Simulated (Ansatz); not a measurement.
# Ni (Fm-3m): from the listed cell to zero pressure

Aim: the volume at which the pressure of Ni (Fm-3m) vanishes. The run doesn't test whether this is the element's stable form.

Program: Ansatz 0.2.0. Level of theory: DFT PBE, scalar-relativistic, plane waves, PAW. These are calculated values, not measurements.

## 1. The system as given

It takes space group Fm-3m (No. 225, cubic). The conventional cell has a = 3.524 Å, b = 3.524 Å, c = 3.524 Å, α = 90.00°, β = 90.00°, γ = 90.00°. Ni (site symmetry m-3m) has 12 Ni at 2.49 Å as nearest neighbours.

Coordinates:

```cif
data_structure
_symmetry_space_group_name_H-M 'Fm-3m'
_symmetry_Int_Tables_number 225
_cell_length_a 3.5239
_cell_length_b 3.5239
_cell_length_c 3.5239
_cell_angle_alpha 90.000
_cell_angle_beta 90.000
_cell_angle_gamma 90.000
_cell_volume 43.76
loop_
_atom_site_label
_atom_site_type_symbol
_atom_site_symmetry_multiplicity
_atom_site_Wyckoff_symbol
_atom_site_fract_x
_atom_site_fract_y
_atom_site_fract_z
_atom_site_occupancy
Ni1 Ni 4 a 0.00000 0.00000 0.00000 1
```

The moments start at Ni 0.80 μB.

## 2. First run, at the start cell

input.yaml reads:

```yaml
crystal:
  lattice:
    - [0.0, 1.761935, 1.761935]
    - [1.761935, 0.0, 1.761935]
    - [1.761935, 1.761935, 0.0]
  atoms:
    - { symbol: Ni, position: [0.0, 0.0, 0.0], spin: 0.8 }
basis:
  ecutwfc: 420
  ecutrho_ratio: 4
kpoints:
  mp_grid: { grid: [22, 22, 22] }
hamiltonian:
  xc: pbe
scf:
  occupations: { method: gaussian, width: 0.05 }
output:
  forces: true
  stress: true
  eigenvalues: true
  populations: true
magnetization:
  spin_polarized: true
```

On the command line:

```
> ansatz run input.yaml --threads 2 --pin off --max-ram 5120MiB --backend cpu --events-out ev --progress --plain --runs-dir out
```

Standard output, cut to the lines that bear on the results:

```text
Warning: RAYON_NUM_THREADS=2 ignored (pool sized by the plan → 2); use --threads N
[...]
Pseudopotentials: kind: paw
Pseudopotential: Ni, paw, valence charge 18, recommended cutoff 420 eV (normal), Ni.paw.azcp
Functional definition: PBE
[...]
Crystal: 1 atoms, lattice volume = 10.940 Å³
Basis set: ecut = 420 eV, 181 PW (Γ), exchange–correlation on 36×36×36 points (8 copies of the dense FFT grid, shifted against one another)
Bands: 14, of which v1, the nominal top of the filled ones, is band 9 counted from 1 (8 counted from 0)
Symmetry: 48 space group operations
Space group: Fm-3m (ITA 225), of the structure as read, at distance tolerance 2.2e-5 Å
Magnetic group: BNS 225.116 (UNI 1618), of the structure as read, at distance tolerance 2.2e-5 Å
k-points: 328 of 10648
[...]
Starting moments: Σ|m| = 0.8 μB on 1 of 1 site
[...]
SCF iter   1: F=—  HF=-5839.019240 eV  |F-HF|=—  |Δ(HF+E_count)|=         —  Δρ=8.73e-2 (↑1.56e-2 ↓8.73e-2)  dr2=6.78e-1  dr2_m=1.38e-1  M=0.878 μB ∫|m|=0.938 μB  β_m=0.30  ethr=3.10e-3  ⟨swp⟩=5.7  Hψ=48542  notcnv=0
[...]
SCF iter  11: F=-5839.722257 eV  HF=-5839.722257 eV  |F-HF|=4.37e-11  |Δ(HF+E_count)|=  9.46e-10  Δρ=1.08e-6 (↑2.55e-7 ↓1.08e-6)  dr2=1.05e-10  dr2_m=3.02e-11  M=0.650 μB ∫|m|=0.743 μB  ethr=1.04e-10  ⟨swp⟩=4.5  Hψ=34125  notcnv=0
[...]
SCF converged after 11 iterations
Magnetization: 0.6502 μB (9.3251 up, 8.6749 down)
Absolute magnetization: 0.7441 μB (∫|ρ↑−ρ↓|, with the PAW one-centre terms)
Spin contamination: 0.0075 ħ² per cell (⟨S²⟩ above its minimum at these occupations)
Per-site moments (μB) at R_I (Å): [(0.6898624120503245, 1.0278478538706837)]
Free energy (F): -5839.722257 eV
[...]
E sigma→0 (E₀):  -5839.721343 eV
Entropy (-TS):   -0.001829 eV (-1.829 meV/atom)
Fermi energy:    18.077101 eV
[...]
--- Forces (eV/Å), atoms counted from 1 ---
  atom   1  Ni    -0.00000000     0.00000000     0.00000000
[...]
--- Stress (GPa, compression-positive) ---
       -0.886416      -0.000000       0.000000
        0.000000      -0.886416       0.000000
       -0.000000       0.000000      -0.886416
  P = ⅓ Tr σ = -0.8864 GPa (-8.864 kbar)
--- Band table (eV; the first three rows and the last of 656) ---
  k-point 0 ↑: bands = ["-85.6213", "-45.8805", "-45.8805", "-45.8805", "8.9716", "15.5957", "15.5957", "15.5957", "16.7839", "16.7839", "41.5054", "45.4327", "45.4327", "45.4327"]
[...]
--- Löwdin populations: 1 site ---
  site symbol       q [e]    m [muB]
     0     Ni     17.7788     0.6814
  spilling = 0.012291 (of n_electrons = 18.000000)
```

Run time: 9.5 s. Hardware: 2 threads of Arm Neoverse N1, shared host; peak memory 0.36 GiB.

Read off: volume 10.940 Å³/atom, pressure -0.89 GPa, metallic, moments in the atoms' spheres Ni 0.69 μB.

## 3. A new volume, run 2

input.yaml reads:

```yaml
crystal:
  lattice:
    - [0.0, 1.7584574567, 1.7584574567]
    - [1.7584574567, 0.0, 1.7584574567]
    - [1.7584574567, 1.7584574567, 0.0]
  atoms:
    - { symbol: Ni, position: [0.0, 0.0, 0.0], spin: 0.76 }
basis:
  ecutwfc: 420
  ecutrho_ratio: 4
kpoints:
  mp_grid: { grid: [22, 22, 22] }
hamiltonian:
  xc: pbe
scf:
  occupations: { method: gaussian, width: 0.05 }
output:
  forces: true
  stress: true
  eigenvalues: true
  populations: true
magnetization:
  spin_polarized: true
```

On the command line:

```
> ansatz run input.yaml --threads 2 --pin off --max-ram 5120MiB --backend cpu --events-out ev --progress --plain --runs-dir out
```

Standard output, cut to the lines that bear on the results:

```text
Warning: RAYON_NUM_THREADS=2 ignored (pool sized by the plan → 2); use --threads N
[...]
[... 3 set-up lines as earlier in the session ...]
[...]
Crystal: 1 atoms, lattice volume = 10.875 Å³
Basis set: ecut = 420 eV, 181 PW (Γ), exchange–correlation on 36×36×36 points (8 copies of the dense FFT grid, shifted against one another)
Bands: 14, of which v1, the nominal top of the filled ones, is band 9 counted from 1 (8 counted from 0)
[... 2 set-up lines as earlier in the session ...]
Magnetic group: BNS 225.116 (UNI 1618), of the structure as read, at distance tolerance 2.2e-5 Å
k-points: 328 of 10648
[...]
Starting moments: Σ|m| = 0.76 μB on 1 of 1 site
[...]
Absolute magnetization: 0.7429 μB (∫|ρ↑−ρ↓|, with the PAW one-centre terms)
Spin contamination: 0.0074 ħ² per cell (⟨S²⟩ above its minimum at these occupations)
Per-site moments (μB) at R_I (Å): [(0.6892160776791351, 1.0258191834500112)]
Free energy (F): -5839.722380 eV
[...]
E sigma→0 (E₀):  -5839.721472 eV
Entropy (-TS):   -0.001816 eV (-1.816 meV/atom)
Fermi energy:    18.211883 eV
[...]
--- Forces (eV/Å), atoms counted from 1 ---
  atom   1  Ni    -0.00000000    -0.00000000    -0.00000000
[...]
--- Stress (GPa, compression-positive) ---
        0.291864       0.000000       0.000000
       -0.000000       0.291864       0.000000
        0.000000       0.000000       0.291864
  P = ⅓ Tr σ = 0.2919 GPa (2.919 kbar)
--- Band table (eV; the first three rows and the last of 656) ---
  k-point 0 ↑: bands = ["-85.4964", "-45.7530", "-45.7530", "-45.7530", "9.0650", "15.7160", "15.7160", "15.7160", "16.9134", "16.9134", "41.6885", "45.6616", "45.6616", "45.6616"]
[...]
--- Löwdin populations: 1 site ---
  site symbol       q [e]    m [muB]
     0     Ni     17.7788     0.6809
  spilling = 0.012289 (of n_electrons = 18.000000)
```

Wall time 9.3 s (2 threads of Arm Neoverse N1, shared host); peak memory 0.36 GiB.

Read off: volume 10.875 Å³/atom, pressure 0.29 GPa, metallic, moments in the atoms' spheres Ni 0.69 μB.

## 4. Next volume, run 3

input.yaml: that of step 3 with these lines changed.

```diff
@@ -2,5 +2,5 @@
   lattice:
-    - [0.0, 1.7584574567, 1.7584574567]
-    - [1.7584574567, 0.0, 1.7584574567]
-    - [1.7584574567, 1.7584574567, 0.0]
+    - [0.0, 1.7593096176, 1.7593096176]
+    - [1.7593096176, 0.0, 1.7593096176]
+    - [1.7593096176, 1.7593096176, 0.0]
   atoms:
```

On the command line:

```
> ansatz run input.yaml --threads 2 --pin off --max-ram 5120MiB --backend cpu --events-out ev --progress --plain --runs-dir out
```

Standard output, cut to the lines that bear on the results:

```text
Warning: RAYON_NUM_THREADS=2 ignored (pool sized by the plan → 2); use --threads N
[...]
[... 3 set-up lines as earlier in the session ...]
[...]
Crystal: 1 atoms, lattice volume = 10.891 Å³
Basis set: ecut = 420 eV, 181 PW (Γ), exchange–correlation on 36×36×36 points (8 copies of the dense FFT grid, shifted against one another)
Bands: 14, of which v1, the nominal top of the filled ones, is band 9 counted from 1 (8 counted from 0)
[... 2 set-up lines as earlier in the session ...]
Magnetic group: BNS 225.116 (UNI 1618), of the structure as read, at distance tolerance 2.2e-5 Å
k-points: 328 of 10648
[...]
Starting moments: Σ|m| = 0.76 μB on 1 of 1 site
[...]
Absolute magnetization: 0.7432 μB (∫|ρ↑−ρ↓|, with the PAW one-centre terms)
Spin contamination: 0.0074 ħ² per cell (⟨S²⟩ above its minimum at these occupations)
Per-site moments (μB) at R_I (Å): [(0.6893765649808229, 1.0263163026696294)]
Free energy (F): -5839.722394 eV
[...]
E sigma→0 (E₀):  -5839.721484 eV
Entropy (-TS):   -0.001819 eV (-1.819 meV/atom)
Fermi energy:    18.178767 eV
[...]
--- Forces (eV/Å), atoms counted from 1 ---
  atom   1  Ni     0.00000000    -0.00000000    -0.00000000
[...]
--- Stress (GPa, compression-positive) ---
       -0.000324      -0.000000      -0.000000
       -0.000000      -0.000324      -0.000000
       -0.000000      -0.000000      -0.000324
  P = ⅓ Tr σ = -0.0003 GPa (-0.003 kbar)
--- Band table (eV; the first three rows and the last of 656) ---
  k-point 0 ↑: bands = ["-85.5271", "-45.7843", "-45.7843", "-45.7843", "9.0421", "15.6864", "15.6864", "15.6864", "16.8816", "16.8816", "41.6435", "45.6054", "45.6054", "45.6054"]
[...]
--- Löwdin populations: 1 site ---
  site symbol       q [e]    m [muB]
     0     Ni     17.7788     0.6810
  spilling = 0.012289 (of n_electrons = 18.000000)
```

It took 9.5 s on 2 threads of Arm Neoverse N1, shared host; peak memory 0.36 GiB.

Result: volume 10.891 Å³/atom, pressure 0.00 GPa, metallic, moments in the atoms' spheres Ni 0.69 μB.

## 5. The runs together

```
run  functional  volume (Å³/atom)  pressure (GPa)  energy from the first of its functional (meV/atom)    k mesh
  1         PBE            10.940           -0.89                                                 0.0  22×22×22
  2         PBE            10.875            0.29                                                -0.1  22×22×22
  3         PBE            10.891            0.00                                                -0.1  22×22×22
```

## 6. Summary of results

```
              quantity                                                                      value
                volume                                                             10.891 Å³/atom
              pressure                                                                   0.00 GPa
     conventional cell  a = 3.519 Å, b = 3.519 Å, c = 3.519 Å, α = 90.00°, β = 90.00°, γ = 90.00°
       gap on the mesh                                                               none (metal)
moments in the spheres                                                                 Ni 0.69 μB
```

In words: The volume went from 10.94 to 10.89 Å³/atom (-0.4 %), where 0.00 GPa is left. Only the order of the starting moments is followed; others weren't tried in this session.
